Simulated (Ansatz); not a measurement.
**One shape, several levels: doublet SiSe−**

We compute a comparison of 6 runs (UHF/STO-3G, UB2PLYP/aug-cc-pVTZ, UPBE0/aug-cc-pVTZ, RPA@PBE/aug-cc-pVTZ, UMP2/aug-cc-pVTZ, UCCSD/aug-cc-pVTZ) of doublet SiSe−. 

The calculation is run with Ansatz 0.2.0.

20 further runs of the same task are left out: 20 set aside as unsound or not needed.

### 1 The system as given

The species is SiSe− (2 atoms), meant as a doublet with charge -1. As SMILES of the parent species, `[Si][Se]`. The shape is that of a PBE0-D4/def2-TZVP optimisation. That shape belongs to the parent species and isn't relaxed for this state.

Bond lengths: Si1–Se2 2.062 Å.

### 2 The energy at UHF/STO-3G (run 1)

The input, input.yaml:

```yaml
crystal:
  periodic: [false, false, false]
  atoms:
    - symbol: Si
      position_ang: [0.000000, 0.000000, 0.031440]
    - symbol: Se
      position_ang: [-0.000000, -0.000000, 2.093090]
basis:
  gaussian:
    orbitals: STO-3G
total_charge: -1
magnetization:
  spin_polarized: true
  initial_magnetization: 1
hamiltonian:
  xc: hf
accuracy: high
output: {orbitals: {seedname: orbitals}}
```

Command:

```bash
ansatz run input.yaml --threads 1 --pin off --max-ram 3480MiB --events-out events.jsonl --progress --plain --runs-dir runs
```

The program printed:

```text
Warning: RAYON_NUM_THREADS=1 ignored (pool sized by the plan → 1); use --threads N
Functional definition: HF
  name "HF"
  exchange = exact_x
  correlation = 0
373 factors; integrals over basis functions are off by at most 7.3e-9 eV
mean field evaluation 1: about -72353.4770 eV, gradient 7.0e0 eV
mean field evaluation 2: about -72353.5096 eV, gradient 7.0e0 eV
mean field evaluation 4: about -72354.1010 eV, gradient 4.9e-1 eV
mean field evaluation 8: about -72354.1123 eV, gradient 6.3e-3 eV
mean field evaluation 16: about -72354.1077 eV, gradient 2.4e-1 eV
mean field -72354.11225993 eV, -2658.9645821736 hartree, gradient 1.1e-8 eV, S^2 0.758941; 0 other end points of the search recorded, 0 dependent functions left out
reference -72354.11225993 eV, -2658.9645821736 hartree; 25, 24 occupied and 2, 3 virtual orbitals, 373 factors
Total energy: -72354.11225993 eV, -2658.9645821736 hartree
```

Run time: 0.28 s. Hardware: 1 thread of Arm Neoverse V1, shared host.

### 3 A single-point energy at UB2PLYP/aug-cc-pVTZ (run 2)

The input, input.yaml:

```yaml
crystal:
  periodic: [false, false, false]
  atoms:
    - {symbol: Si, position_ang: [0.000000, 0.000000, 0.031440]}
    - {symbol: Se, position_ang: [-0.000000, -0.000000, 2.093090]}
basis:
  gaussian:
    orbitals: aug-cc-pVTZ
total_charge: -1
magnetization:
  spin_polarized: true
  initial_magnetization: 1
hamiltonian:
  xc: {name: B2PLYP}
correlation:
  frozen_orbitals: {Se: 9, Si: 5}
accuracy: high
output: {orbitals: {seedname: orbitals}}
```

Command:

```bash
ansatz run input.yaml --threads 1 --pin off --max-ram 3480MiB --events-out events.jsonl --progress --plain --runs-dir runs
```

The program printed:

```text
Warning: RAYON_NUM_THREADS=1 ignored (pool sized by the plan → 1); use --threads N
Functional definition: B2PLYP
  name "B2PLYP"
  parameter a = 0.53
  parameter c = 0.27
  exchange = (1 - a)*b88_x + a*exact_x
  correlation = (1 - c)*lyp_c + c*(mp2_os + mp2_ss)
1391 factors; integrals over basis functions are off by at most 4.1e-9 eV
mean field evaluation 1: about -73211.8854 eV, gradient 1.0e1 eV
mean field evaluation 2: about -73212.0036 eV, gradient 1.0e1 eV
mean field evaluation 4: about -73212.6796 eV, gradient 1.2e0 eV
mean field evaluation 8: about -73212.7159 eV, gradient 1.3e-1 eV
mean field evaluation 16: about -73212.7170 eV, gradient 5.1e-3 eV
mean field evaluation 32: about -73212.7170 eV, gradient 5.1e-8 eV
mean field -73212.71699736 eV, -2690.5177242909 hartree, gradient 5.1e-8 eV, S^2 0.760071; 0 other end points of the search recorded, 0 dependent functions left out
14 core orbitals not correlated: weight in the atoms' cores, before any rotation towards them, 1.000 or more for the frozen orbitals, at most 0.000 for the correlated occupied ones
reference -73212.71701301 eV, -2690.5177248663 hartree; 11, 10 occupied and 84, 85 virtual orbitals, 1391 factors
second order -10.79806119 eV of doubles, -0.00000000 eV of singles
Total energy: -73215.63248953 eV, -2690.6248666522 hartree
```

Run time: 21 s. Hardware: 1 thread of Arm Neoverse V1, shared host; peak memory 0.39 GiB.

### 4 The energy at UPBE0/aug-cc-pVTZ (run 3)

The input, input.yaml:

```yaml
crystal:
  periodic: [false, false, false]
  atoms:
    - symbol: Si
      position_ang: [0.000000, 0.000000, 0.031440]
    - symbol: Se
      position_ang: [-0.000000, -0.000000, 2.093090]
basis:
  gaussian:
    orbitals: aug-cc-pVTZ
total_charge: -1
magnetization:
  spin_polarized: true
  initial_magnetization: 1
hamiltonian:
  xc: {name: PBE0}
accuracy: high
output: {orbitals: {seedname: orbitals}}
```

Command:

```bash
ansatz run input.yaml --threads 1 --pin off --max-ram 3480MiB --events-out events.jsonl --progress --plain --runs-dir runs
```

The program printed:

```text
Warning: RAYON_NUM_THREADS=1 ignored (pool sized by the plan → 1); use --threads N
Functional definition: PBE0
  name "PBE0"
  parameter a = 0.25
  parameter kappa = 0.804
  parameter beta = 0.06672455060314922
  exchange = (1 - a)*pbe_x(kappa = kappa, mu = beta*pi^2/3) + a*exact_x
  correlation = pbe_c(beta = beta)
1391 factors; integrals over basis functions are off by at most 4.1e-9 eV
mean field evaluation 1: about -73217.6401 eV, gradient 1.3e1 eV
mean field evaluation 2: about -73216.7860 eV, gradient 1.8e1 eV
mean field evaluation 4: about -73218.4309 eV, gradient 9.3e-1 eV
mean field evaluation 8: about -73218.5048 eV, gradient 4.9e-2 eV
mean field evaluation 16: about -73218.5048 eV, gradient 9.3e-5 eV
mean field evaluation 32: about -73218.5048 eV, gradient 1.1e-2 eV
mean field -73218.50484968 eV, -2690.7304239407 hartree, gradient 9.2e-8 eV, S^2 0.756870; 1 other end points of the search recorded, 0 dependent functions left out
reference -73218.50485191 eV, -2690.7304240227 hartree; 25, 24 occupied and 84, 85 virtual orbitals, 1391 factors
Total energy: -73218.50485191 eV, -2690.7304240227 hartree
```

Run time: 23 s. Hardware: 1 thread of Arm Neoverse V1, shared host; peak memory 0.39 GiB.

Runs 4 to 5 aren't shown in full; the table further down has their settings and results.

### 5 The energy at UCCSD/aug-cc-pVTZ (run 6)

Changes to input.yaml since step 4:

```diff
@@ -14,5 +14,7 @@
   initial_magnetization: 1
-hamiltonian:
-  xc: {name: PBE0}
+correlation:
+  method: ccsd
+  frozen_orbitals: {Se: 9, Si: 5}
 accuracy: high
-output: {orbitals: {seedname: orbitals}}
+scf:
+  omitted_lower_state_checks: [cluster_reference, increment]
```

Command:

```bash
ansatz run input.yaml --threads 1 --pin off --max-ram 3480MiB --events-out events.jsonl --progress --plain --runs-dir runs
```

The program printed:

```text
Warning: RAYON_NUM_THREADS=1 ignored (pool sized by the plan → 1); use --threads N
[... 14 lines left out ...]
14 core orbitals not correlated: weight in the atoms' cores, before any rotation towards them, 1.000 or more for the frozen orbitals, at most 0.000 for the correlated occupied ones
[... 26 lines left out ...]
Total energy: -73176.65578902 eV, -2689.1924993277 hartree
Checks for a lower state left out: cluster_reference, increment
```

It took 37 s on 1 thread of Arm Neoverse V1, shared host; peak memory 0.96 GiB.

### 6 Overview of the runs

| run | level | frozen core orbitals | energy (Eh) | ⟨S²⟩ | wall time |
| --- | --- | --- | --- | --- | --- |
| 1 | UHF/STO-3G | – | -2658.964582 | 0.759 | 0.28 s |
| 2 | UB2PLYP/aug-cc-pVTZ | 14 | -2690.624867 | 0.760 | 21 s |
| 3 | UPBE0/aug-cc-pVTZ | – | -2690.730424 | 0.757 | 23 s |
| 4 | RPA@PBE/aug-cc-pVTZ | 14 | -2689.358967 | 0.754 | 41 s |
| 5 | UMP2/aug-cc-pVTZ | 14 | -2689.174699 | 0.775 | 12 s |
| 6 | UCCSD/aug-cc-pVTZ | 14 | -2689.192499 | 0.775 | 37 s |

### 7 Outcome

| quantity | value |
| --- | --- |
| run 6: total energy | -2689.19250 Eh |
| run 6: correlation energy (14 core orbitals frozen) | -334.2 mEh |
| run 6: ⟨S²⟩ of the reference determinant | 0.775 |
| run 6: T1 diagnostic | 0.017 |

Totals of different functionals can't be ranked against each other. In runs 1, 2, 3 the HOMO lies above zero, so the outermost electron may be held by the basis alone. In run 1 the basis is minimal, so the values are rough. All runs together took 2.2 min, the longest 41 s.
